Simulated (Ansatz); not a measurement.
Crystal: Mg3Te.

```
Te Mg
1.0
    -2.13936    2.13936    5.28249
     2.13936   -2.13936    5.28249
     2.13936    2.13936   -5.28249
Te Mg
1 3
Direct
  0.00000 0.00000 0.00000
  0.25000 0.75000 0.50000
  0.75000 0.25000 0.50000
  0.50000 0.50000 0.00000
```

The cell comes from a database or a generator and needn't be the stable form of this composition.

Base run:

```yaml
Program: Ansatz 0.2.0
Functional: PBE
Potentials_or_basis: all-electron LAPW, scalar-relativistic
Cutoff: 145 eV (chosen from the basis error)
Basis_error_allowed: 0.002 eV/atom
k_mesh: 9 × 9 × 9
Occupations: fermi-dirac, width 0.05 eV
Spin: no spin polarisation
```

Its results: pressure 0.1 GPa.

**Question.** The run is repeated on the same cell with these changes: functional from PBE to LDA. What comes out?

**Answer.** Pressure -2.3 GPa.

LDA binds more tightly than PBE, so the same cell stands under less pressure.
